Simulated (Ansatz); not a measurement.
# GaAs+ (quartet): wave-function methods side by side at distance Ga1–As2 = 2.128 Å, cc-pVDZ

Aim: climb from Hartree-Fock through coupled cluster and multireference methods for GaAs+ (quartet) at one geometry and basis, and see what each rung misses.

Method: cc-pVDZ, core rule «outside noble gas», up to 28 orbitals frozen; program: Ansatz 0.2.0, Gaussian basis.

The runs, in order: UHF; CCSD(T) on ROHF; CCSD(T) on UHF; BCCD(T) on ROHF; CISD as a restricted active space (open shells left free, so some higher excitations enter); CCSDT(Q) on ROHF; CCSDT(Q) on UHF; CASSCF and MRCISD+Q, 5 electrons in 5 orbitals; CASSCF and NEVPT2, 5 electrons in 5 orbitals; CASSCF and MRCISD+Q, 7 electrons in 8 orbitals; CASSCF and NEVPT2, 7 electrons in 8 orbitals; Full CI.

18 further runs of the same task are left out: 1 for a known fault of the program, 15 that didn't finish, 2 set aside as unsound or not needed. Runs told in other sessions of the task aren't counted.

**1. The geometry**

The geometry derives from a PBE0/def2-TZVP stationary point (not a proven minimum). One bond is set to the value named and the two fragments are kept rigid. No spin-orbit coupling is included. The filled d shell of Ga, As may be among the frozen orbitals whatever the setting's name suggests.

2 atoms, charge 1, spin multiplicity 4.

Atoms are counted from 1 here; the program's logs count them from 0.

Bond lengths: Ga1–As2 2.128 Å.

**2. UHF**

in.yaml reads:

```yaml
crystal:
  periodic: [false, false, false]
  atoms:
    - {symbol: Ga, position_ang: [0.000000, 0.000000, 0.000000]}
    - {symbol: As, position_ang: [0.000000, 0.000000, 2.128000]}
basis:
  gaussian: {orbitals: cc-pVDZ}
total_charge: 1
magnetization: {spin_polarized: true, initial_magnetization: 3}
hamiltonian: {xc: hf}
output: {orbitals: {seedname: orbitals}}
```

Started as:

```sh
ansatz run in.yaml --threads 1 --pin off --events-out ev --progress --plain --max-ram 2393MiB
```

The runs that follow: CCSD(T) on ROHF; CCSD(T) on UHF; BCCD(T) on ROHF; CISD as a restricted active space (open shells left free, so some higher excitations enter); CCSDT(Q) on ROHF; CCSDT(Q) on UHF; CASSCF and MRCISD+Q, 5 electrons in 5 orbitals; CASSCF and NEVPT2, 5 electrons in 5 orbitals; CASSCF and MRCISD+Q, 7 electrons in 8 orbitals; CASSCF and NEVPT2, 7 electrons in 8 orbitals; Full CI.

Q: Predict the results of all the runs planned. Wanted: FCI from the RHF energy; RMP2 from FCI; UMP2 from FCI; RCCSD from FCI; RCCSD(T) from FCI; UCCSD(T) from FCI; RCCSDT(Q) from FCI; UCCSDT(Q) from FCI; NEVPT2 pair from FCI.

The runs gave:

```
                         quantity                                                                                               value
          FCI from the ROHF energy                                                                                          -3.2885 eV
                    RMP2 from FCI                                                                                          +752.3 meV
                    UMP2 from FCI                                                                                          +756.9 meV
                   RCCSD from FCI                                                                                          +130.2 meV
                RCCSD(T) from FCI                                                                                           +26.8 meV
                UCCSD(T) from FCI                                                                                            +9.0 meV
               RCCSDT(Q) from FCI                                                                                            -1.4 meV
               UCCSDT(Q) from FCI                                                                                           -20.2 meV
             NEVPT2 pair from FCI                                                                                          +733.2 meV
           MRCISD+Q pair from FCI                                                                                            -1.8 meV
          NEVPT2 valence from FCI                                                                                          +511.1 meV
levels within 1 kcal/mol (43 meV)  RCCSD(T), UCCSD(T), BCCD(T), RCCSDT, UCCSDT, RCCSDT(Q), UCCSDT(Q), MRCISD+Q pair, MRCISD+Q valence
                    T1 diagnostic                                                                                               0.032
   effectively unpaired electrons                                                                                                3.05
```

**Reading.** RCCSD(T) misses by +26.8 meV, 0.8 % of the correlation energy. UCCSDT, UCCSDT(Q) fall below full CI: unrestricted runs freeze a spin-polarised core, another one than full CI's, and coupled cluster isn't variational. One determinant dominates. Of the multireference levels listed MRCISD+Q pair comes nearest in total energy (-1.8 meV), which doesn't show that its space is the better one. These misses are within one basis, not against nature; the frozen cores of restricted and unrestricted runs differ, which can shift their rows.

Levels on UHF freeze UHF's core orbitals, full CI those of ROHF, so the U rows can settle a little off it for that reason alone.
